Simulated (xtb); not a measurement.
**C5H10O3 (SMILES CCCOC(=O)OC): GFN2-xTB**

We compute a structure relaxation of C5H10O3. 

The results are computed with xtb 6.7.1 later snapshot.

4 further runs of the same task are left out: 2 that didn't finish, 2 set aside as unsound or not needed.

### Step 1. The system as given

The species is C5H10O3 (18 atoms), meant as a singlet with charge 0. As SMILES, `CCCOC(=O)OC`. The shape is that of a PBE0-D4/def2-TZVP optimisation. This is one conformer, not always the lowest. The run starts from this shape.

Some bond lengths: C1–C2 1.519 Å, C2–C3 1.507 Å, C3–O4 1.431 Å, O4–C5 1.327 Å, C5–O6 1.202 Å, C5–O7 1.330 Å, O7–C8 1.423 Å, C1–H9 1.091 Å, C1–H10 1.093 Å, C1–H11 1.093 Å, C2–H12 1.094 Å, C2–H13 1.094 Å, C3–H14 1.094 Å, C3–H15 1.094 Å, C8–H16 1.091 Å, C8–H17 1.088 Å. Some angles: C1–C2–C3 111.4°, C2–C3–O4 107.9°, C3–O4–C5 115.0°, O4–C5–O6 126.2°, O4–C5–O7 108.1°, O6–C5–O7 125.7°, C5–O7–C8 114.5°, C1–C2–H12 110.4°, C1–C2–H13 110.3°, C3–C2–H12 109.0°.

### Step 2. A geometry optimisation at GFN2-xTB

File coord:

```
$coord
      0.010393493685      1.002877654339      6.144444494221  c
      1.323564177688      0.214861860370      3.716713341914  c
     -0.439550296588      0.371898101326      1.484946788731  c
      0.932579842503     -0.397787349234     -0.713938529884  o
     -0.377945224925     -0.355457484042     -2.851407749448  c
     -2.552453076532      0.258703506461     -3.077985911790  o
      1.134591565225     -1.112859714792     -4.710709283467  o
     -0.021542877821     -1.164071292769     -7.137117627487  c
      1.296352121493      0.885903607225      7.752223481052  h
     -1.611936384306     -0.210326517671      6.550546638403  h
     -0.676332980004      2.948161727029      6.031816817193  h
      2.032589419647     -1.720217691247      3.878284925569  h
      2.964602344313      1.421451990944      3.362767638772  h
     -2.080588463213     -0.861715112829      1.723052280434  h
     -1.142528414949      2.295072378358      1.203755541387  h
     -0.672742500367      0.716584146458     -7.674177792105  h
      1.436002882103     -1.814326052253     -8.432146940693  h
     -1.626298302853     -2.457966770301     -7.153180299546  h
$end
```

On the command line:

```console
$ xtb -o vtight --gfn 2 --chrg 0 -- coord | tee coord.out
```

**Question.** What will come out? Wanted: total energy at the end; dipole moment; HOMO energy; LUMO energy; HOMO–LUMO gap; dispersion energy; mean polarisability.

Computed results:

Level: GFN2-xTB.

| quantity | value |
| --- | --- |
| total energy at the end | -28.03235 Eh |
| dipole moment | 0.92 D |
| HOMO energy | -11.89 eV |
| LUMO energy | -5.71 eV |
| HOMO–LUMO gap | 6.17 eV |
| dispersion energy | -25.25 kJ/mol |
| mean polarisability (D4 model) | 74.7 bohr³ |

What this shows: At the final geometry: Some bond lengths: C1–C2 1.523 Å, C2–C3 1.522 Å, C3–O4 1.430 Å, O4–C5 1.329 Å, C5–O6 1.199 Å, C5–O7 1.335 Å, O7–C8 1.422 Å, C1–H9 1.087 Å, C1–H10 1.087 Å, C1–H11 1.087 Å, C2–H12 1.091 Å, C2–H13 1.091 Å, C3–H14 1.096 Å, C3–H15 1.096 Å, C8–H16 1.092 Å, C8–H17 1.087 Å. Some angles: C1–C2–C3 111.1°, C2–C3–O4 108.3°, C3–O4–C5 115.7°, O4–C5–O6 125.8°, O4–C5–O7 108.8°, O6–C5–O7 125.3°, C5–O7–C8 115.4°, C1–C2–H12 110.2°, C1–C2–H13 110.2°, C3–C2–H12 108.7°. The optimisation took 6 steps and changed the energy by -0.011 eV. Mulliken charges run from -0.45 on O6 to +0.48 on C5.
